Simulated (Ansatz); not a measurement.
**C₃H₁₃N₃OZr: geometry optimisation**

The task is to find a stationary geometry of C₃H₁₃N₃OZr, and look at its orbitals and charge.

The runs use Ansatz 0.2.0, Gaussian basis; RKS PBE0-D4/def2-TZVP.

Plan: relaxation at PBE0-D4/def2-TZVP; a single point in def2-TZVPP for the fields.

### 1 Where the work starts

SMILES `C[NH][Zr]([OH])([NH]C)[NH]C`, 21 atoms, charge 0, spin multiplicity 1.

Atoms are counted from 1 here; the program's logs count them from 0.

Bond lengths: C1–N2 1.461 Å, C1–H9 1.111 Å, C1–H10 1.103 Å, C1–H11 1.104 Å, N2–Zr3 2.043 Å, N2–H12 1.033 Å, Zr3–O4 1.915 Å, Zr3–N5 2.036 Å, Zr3–N7 2.031 Å, O4–H13 0.967 Å, N5–C6 1.463 Å, N5–H14 1.032 Å, C6–H15 1.103 Å, C6–H16 1.111 Å, C6–H17 1.104 Å, N7–C8 1.459 Å, N7–H18 1.032 Å, C8–H19 1.104 Å and more. Angles: N2–C1–H9 113.5°, N2–C1–H10 108.7°, N2–C1–H11 111.0°, H9–C1–H10 109.0°, H9–C1–H11 107.0°, H10–C1–H11 107.5°, C1–N2–Zr3 111.0°, C1–N2–H12 107.9°, Zr3–N2–H12 116.5°, N2–Zr3–O4 103.8°, N2–Zr3–N5 106.9°, N2–Zr3–N7 111.0°, O4–Zr3–N5 111.3°, O4–Zr3–N7 115.0°, N5–Zr3–N7 108.6°, Zr3–O4–H13 114.8°, Zr3–N5–C6 109.6°, Zr3–N5–H14 116.3° and more.

The start is a GFN2-xTB geometry. Zr takes the def2 core potential; no spin-orbit term is included.

### 2 Optimising with PBE0-D4/def2-TZVP

The input, in.yaml:

```yaml
crystal:
  periodic: [false, false, false]
  atoms:
    - {symbol: C, position_ang: [-1.280160, -2.009900, -0.679520]}
    - {symbol: N, position_ang: [-1.381450, -0.558770, -0.817040]}
    - {symbol: Zr, position_ang: [0.224770, 0.369850, 0.037640]}
    - {symbol: O, position_ang: [1.630130, 0.115660, -1.237740]}
    - {symbol: N, position_ang: [-0.260040, 2.338660, 0.223420]}
    - {symbol: C, position_ang: [-0.376550, 2.941990, -1.103890]}
    - {symbol: N, position_ang: [0.599090, -0.381780, 1.887140]}
    - {symbol: C, position_ang: [1.463140, -1.557110, 1.846650]}
    - {symbol: H, position_ang: [-1.469610, -2.371540, 0.353890]}
    - {symbol: H, position_ang: [-0.269980, -2.324730, -0.989810]}
    - {symbol: H, position_ang: [-2.004680, -2.520680, -1.337410]}
    - {symbol: H, position_ang: [-2.314170, -0.272750, -0.477100]}
    - {symbol: H, position_ang: [1.352450, 0.170390, -2.162620]}
    - {symbol: H, position_ang: [0.389430, 2.920130, 0.776270]}
    - {symbol: H, position_ang: [-1.028740, 2.304710, -1.725070]}
    - {symbol: H, position_ang: [0.600730, 3.068450, -1.617240]}
    - {symbol: H, position_ang: [-0.843090, 3.940370, -1.044110]}
    - {symbol: H, position_ang: [-0.161760, -0.564810, 2.560010]}
    - {symbol: H, position_ang: [1.973600, -1.712810, 2.813340]}
    - {symbol: H, position_ang: [2.239220, -1.399710, 1.079970]}
    - {symbol: H, position_ang: [0.917670, -2.495620, 1.613200]}
basis:
  gaussian: {orbitals: def2-TZVP}
hamiltonian: {xc: pbe0, dispersion: d4}
relax: {f_tol: 0.005, max_steps: 150}
```

Run with:

```sh
$ ansatz run in.yaml --threads 4 --pin off --events-out ev --progress --plain --max-ram 66560MiB --backend cuda --devices 0, --max-vram 37GiB
```

The runs that follow: Orbitals, density and potential.

Before running them: what should the planned runs give, taken together? Wanted: point group; shift from the start; total energy; dispersion term; dipole moment; HOMO, LUMO.

As calculated:

| quantity | value |
| --- | --- |
| point group | C1 |
| steps | 38 |
| shift from the start (rms) | 0.954 Å |
| total energy | -11117.4211 eV |
| dispersion term | -415 meV |
| dipole moment | 0.11 D |
| HOMO, LUMO | -6.14, 0.11 eV |

In words: The atoms moved 0.95 Å (rms) from the start; the bond that changed most is Zr3–O4, from 1.915 to 1.945 Å. No vibrations were run, so it is not proven to be a minimum. The largest Mulliken charge, +1.51 e, sits on Zr3. The HOMO lies mostly on N2, N5, N7 about 22 % each and the LUMO on H13 13 %; O4 8 %.
